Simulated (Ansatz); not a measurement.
**AsN: basis-set convergence**

The task here is to estimate one member of a computed series from the others.

Program: Ansatz 0.2.0, Gaussian basis. Level of theory: one geometry, several basis sets. These are calculated values, not measurements.

Levels to be run: PBE0-D4/def2-SVP; ωB97M-V/def2-SVP; PBE0-D4/def2-QZVPP; ωB97M-V/def2-QZVPP; the functionals' def2-TZVPP values are taken from earlier runs.

### The geometry

The geometry comes from an earlier relaxation with PBE0-D4 in a triple-zeta def2 set; it is a stationary point.

SMILES `N#[As]`, 2 atoms, charge 0, spin multiplicity 1.

Atoms are counted from 1 here; the program's logs count them from 0.

Bond lengths: N1–As2 1.603 Å.

The first run:

File in.yaml:

```yaml
crystal:
  periodic: [false, false, false]
  atoms:
    - {symbol: N, position_ang: [-0.681011, 0.245378, -0.344560]}
    - {symbol: As, position_ang: [0.681011, -0.245378, 0.344560]}
basis:
  gaussian: {orbitals: def2-SVP}
hamiltonian: {xc: pbe0, dispersion: d4}
output: {orbitals: {seedname: orbitals}}
```

Started as:

```sh
> ansatz run in.yaml --threads 2 --pin off --events-out ev --progress --plain --max-ram 32768MiB --backend cpu
```

Steps of the session up to this table: PBE0-D4 in def2-SVP; ωB97M-V in def2-SVP; PBE0-D4 in def2-QZVPP; ωB97M-V in def2-QZVPP.

One of the session's tables, all rows but one given; the rest of the session is left out.

It belongs to the step «Functionals by basis». 

```
functional       basis  HOMO (eV)  LUMO (eV)
   PBE0-D4    def2-SVP      -8.73      -2.23
   PBE0-D4  def2-TZVPP      -8.81      -2.42
   PBE0-D4  def2-QZVPP      -8.86      -2.50
   ωB97M-V    def2-SVP     -10.99       0.04
   ωB97M-V  def2-TZVPP     -11.06      -0.23
   ωB97M-V  def2-QZVPP          ?          ?
```

Estimate the missing values for ωB97M-V, def2-QZVPP.

The run gave: HOMO (eV): -11.11; LUMO (eV): -0.38. In the column «HOMO (eV)» it is the lowest.
